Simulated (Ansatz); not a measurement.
# BH4NO2: the cost of one run

Method: RKS B3LYP-D4/6-31G*, in Ansatz 0.2.0.

### 1 The structure to begin with

Bond lengths: N1–B2 1.459 Å, B2–O3 1.431 Å, B2–O4 1.412 Å, N1–H5 1.084 Å, N1–H6 1.064 Å, O3–H7 0.994 Å, O4–H8 0.994 Å. Angles: N1–B2–O3 118.7°, N1–B2–O4 123.7°, O3–B2–O4 117.6°, B2–N1–H5 109.4°, B2–N1–H6 111.6°, H5–N1–H6 104.3°, B2–O3–H7 108.6°, B2–O4–H8 105.0°.

Structure file:

```xyz
8

N    -0.5184    1.0524   -0.3139
B     0.1776   -0.2080   -0.0773
O     1.6064   -0.1999   -0.0010
O    -0.4787   -1.4501    0.0631
H    -1.5873    0.8755   -0.3371
H    -0.3815    1.7323    0.4935
H     1.9742   -0.3438   -0.9133
H    -0.7003   -1.5157    1.0303
```

### 2 End point A

input.yaml reads:

```yaml
crystal:
  periodic: [false, false, false]
  atoms:
    - { symbol: "N", position_ang: [-0.5184, 1.0524, -0.3139] }
    - { symbol: B, position_ang: [0.1776, -0.208, -0.0773] }
    - { symbol: O, position_ang: [1.6064, -0.1999, -0.001] }
    - { symbol: O, position_ang: [-0.4787, -1.4501, 0.0631] }
    - { symbol: H, position_ang: [-1.5873, 0.8755, -0.3371] }
    - { symbol: H, position_ang: [-0.3815, 1.7323, 0.4935] }
    - { symbol: H, position_ang: [1.9742, -0.3438, -0.9133] }
    - { symbol: H, position_ang: [-0.7003, -1.5157, 1.0303] }
basis:
  gaussian: { orbitals: "6-31G*" }
hamiltonian:
  xc: b3lyp
  dispersion: d4
relax:
  f_tol: 0.015
  max_steps: 40
```

Run with:

```sh
ansatz run input.yaml --threads 1 --pin off --max-ram 2048MiB --backend cpu --events-out ev --progress --plain --runs-dir out
```

Q: Estimate wall time and peak memory on 1 thread of Arm Neoverse V2, shared host.

About 20 s, with a peak of 0.14 GiB.
